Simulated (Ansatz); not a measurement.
# C4H10Sn: vertical ionisation energy

One table from this session's results is given with a row withheld; the runs are named, their logs left out.

Computed with Ansatz 0.2.0, Gaussian basis. Level: unrestricted cation, the program's frozen cores in correlated methods.

Levels to be run: UKS PBE-D4/def2-TZVPP; UKS r2SCAN-D4/def2-TZVPP; UKS PBE0-D4/def2-TZVPP; UKS B3LYP-D4/def2-TZVPP; UKS wB97X-V/def2-TZVPP; UKS wB97M-V/def2-TZVPP; UKS B2PLYP/def2-TZVPP; UHF-CCSD(T)/def2-TZVPP; UHF-MP2/def2-QZVPP; extrapolation to the limit; then −ε(HOMO) from the neutral's earlier runs with LDA (SPW92), PBE-D4, revPBE-D4, BLYP-D4, r2SCAN-D4, B97M-V, PBE0-D4, B3LYP-D4, r2SCANh-D4, r2SCAN0-D4, HSE06-D4, BHLYP-D4, CAM-B3LYP-D4, LC-ωPBE, ωB97X-V, ωB97M-V.

## The relaxed structure

The geometry comes from an earlier relaxation with PBE0-D4 in a triple-zeta def2 set; it is a stationary point, not always the lowest conformer. Sn takes the def2 core potential; no spin-orbit term is included.

15 atoms, charge 0, spin multiplicity 1.

Atoms are counted from 1 here; the program's logs count them from 0.

Bond lengths: C1–C2 1.524 Å, C1–H6 1.095 Å, C1–H7 1.095 Å, C1–H8 1.093 Å, C2–Sn3 2.205 Å, C2–H9 1.093 Å, C2–H10 1.097 Å, Sn3–C4 2.206 Å, C4–C5 1.524 Å, C4–H11 1.093 Å, C4–H12 1.098 Å, C5–H13 1.095 Å, C5–H14 1.095 Å, C5–H15 1.093 Å. Angles: C2–C1–H6 111.9°, C2–C1–H7 112.1°, C2–C1–H8 111.8°, H6–C1–H7 106.6°, H6–C1–H8 107.0°, H7–C1–H8 107.1°, C1–C2–Sn3 113.5°, C1–C2–H9 110.8°, C1–C2–H10 110.4°, Sn3–C2–H9 108.3°, Sn3–C2–H10 107.1°, H9–C2–H10 106.5°, C2–Sn3–C4 94.7°, Sn3–C4–C5 114.8°, Sn3–C4–H11 108.0°, Sn3–C4–H12 106.2°, C5–C4–H11 110.9°, C5–C4–H12 110.4° and more.

Set-up of the first run:

File in.yaml:

```yaml
crystal:
  periodic: [false, false, false]
  atoms:
    - {symbol: C, position_ang: [-0.533149, 0.482616, 1.816291]}
    - {symbol: C, position_ang: [0.919991, 0.482546, 1.355648]}
    - {symbol: Sn, position_ang: [1.505017, -1.360030, 0.294954]}
    - {symbol: C, position_ang: [-0.091429, -1.211453, -1.219631]}
    - {symbol: C, position_ang: [-0.177531, 0.135041, -1.927293]}
    - {symbol: H, position_ang: [-0.746573, -0.348856, 2.495994]}
    - {symbol: H, position_ang: [-0.794010, 1.400306, 2.354333]}
    - {symbol: H, position_ang: [-1.225879, 0.394566, 0.975252]}
    - {symbol: H, position_ang: [1.596248, 0.619018, 2.203623]}
    - {symbol: H, position_ang: [1.105226, 1.320485, 0.672160]}
    - {symbol: H, position_ang: [0.050474, -2.021724, -1.939876]}
    - {symbol: H, position_ang: [-1.031454, -1.428919, -0.695571]}
    - {symbol: H, position_ang: [0.749580, 0.378361, -2.456146]}
    - {symbol: H, position_ang: [-0.978601, 0.156181, -2.674019]}
    - {symbol: H, position_ang: [-0.369810, 0.951162, -1.226317]}
basis:
  gaussian: {orbitals: def2-TZVPP}
total_charge: 1
magnetization: {spin_polarized: true, initial_magnetization: 1}
hamiltonian: {xc: pbe, dispersion: d4}
```

Launch:

```sh
$ ansatz run in.yaml --threads 2 --pin off --events-out ev --progress --plain --max-ram 20480MiB --backend cuda --devices 0, --max-vram 18GiB
```

Steps of the session up to this table: Cation, UKS PBE-D4/def2-TZVPP; Cation, UKS r2SCAN-D4/def2-TZVPP; Cation, UKS PBE0-D4/def2-TZVPP; Cation, UKS B3LYP-D4/def2-TZVPP; Cation, UKS wB97X-V/def2-TZVPP; Cation, UKS wB97M-V/def2-TZVPP; Cation, UKS B2PLYP (frozen core)/def2-TZVPP; Cation, UHF-CCSD(T)/def2-TZVPP; Cation, UHF-MP2/def2-QZVPP.

One of the session's tables, all rows but one given; the rest of the session is left out.

Orbital estimates, from the neutral's runs:

```
  functional  −ε(HOMO) (eV)
 LDA (SPW92)           4.91
      PBE-D4           4.75
   revPBE-D4           4.70
     BLYP-D4           4.64
   r2SCAN-D4           4.95
      B97M-V           4.91
     PBE0-D4           5.69
    B3LYP-D4           5.55
  r2SCANh-D4           5.30
  r2SCAN0-D4           5.83
    HSE06-D4              ?
    BHLYP-D4           6.54
CAM-B3LYP-D4           6.90
     LC-ωPBE           8.07
     ωB97X-V           7.80
     ωB97M-V           7.73
```

Q: Estimate the row for HSE06-D4 from the others.

**Answer.** −ε(HOMO) (eV): 5.31. In the column «−ε(HOMO) (eV)» it lies between r2SCANh-D4 (5.30) and B3LYP-D4 (5.55).

Caveats from the session: The cation may have settled in a state other than its lowest; no search over hole states beyond the program's own was made.
